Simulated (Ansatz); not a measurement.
# BF2H5O: the cost of one run

Method: UKS PBE0-D4/STO-3G, in Ansatz 0.2.0.

## (1) The system as given

Bond lengths: B1–F2 1.678 Å, B1–H3 1.164 Å, B1–H4 1.164 Å, B1–O6 1.743 Å, O6–H9 0.958 Å. Angles: F2–B1–H3 105.9°, F2–B1–H4 106.7°, F2–B1–O6 99.8°, H3–B1–H4 124.4°, H3–B1–O6 107.4°, H4–B1–O6 109.8°, B1–O6–H9 106.0°.

Structure file:

```xyz
9

B    -0.8010   -0.2265   -0.6900
F     0.4881    0.7689   -1.0958
H    -0.6005   -1.2414   -1.2238
H    -1.7680    0.4069   -0.8238
H     0.7808   -0.2702    1.0229
O    -0.4764   -0.4577    1.0071
H     1.3964    0.5592   -0.3446
F     1.8511    0.1694    0.6923
H    -0.8707    0.2915    1.4556
```

## (2) Run 1

150 steps of 0.5 fs at constant energy, with velocities drawn for 600 K.

input.yaml

```yaml
crystal:
  periodic: [false, false, false]
  atoms:
    - { symbol: B, position_ang: [-0.801, -0.2265, -0.69] }
    - { symbol: F, position_ang: [0.4881, 0.7689, -1.0958] }
    - { symbol: H, position_ang: [-0.6005, -1.2414, -1.2238] }
    - { symbol: H, position_ang: [-1.768, 0.4069, -0.8238] }
    - { symbol: H, position_ang: [0.7808, -0.2702, 1.0229] }
    - { symbol: O, position_ang: [-0.4764, -0.4577, 1.0071] }
    - { symbol: H, position_ang: [1.3964, 0.5592, -0.3446] }
    - { symbol: F, position_ang: [1.8511, 0.1694, 0.6923] }
    - { symbol: H, position_ang: [-0.8707, 0.2915, 1.4556] }
magnetization:
  spin_polarized: true
basis:
  gaussian: { orbitals: STO-3G }
hamiltonian:
  xc: pbe0
  dispersion: d4
md:
  timestep: 0.5
  n_steps: 150
  ensemble: nve
  temperature: 600.0
  initial_velocities: maxwell_boltzmann
  seed: 730477
```

Command:

```
> ansatz run input.yaml --threads 1 --pin off --max-ram 2048MiB --backend cpu --events-out ev --progress --plain --runs-dir out
```

Q: Estimate wall time and peak memory on 1 thread of Arm Neoverse V2, shared host.

About 4.2 min, with a peak of 0.1 GiB.
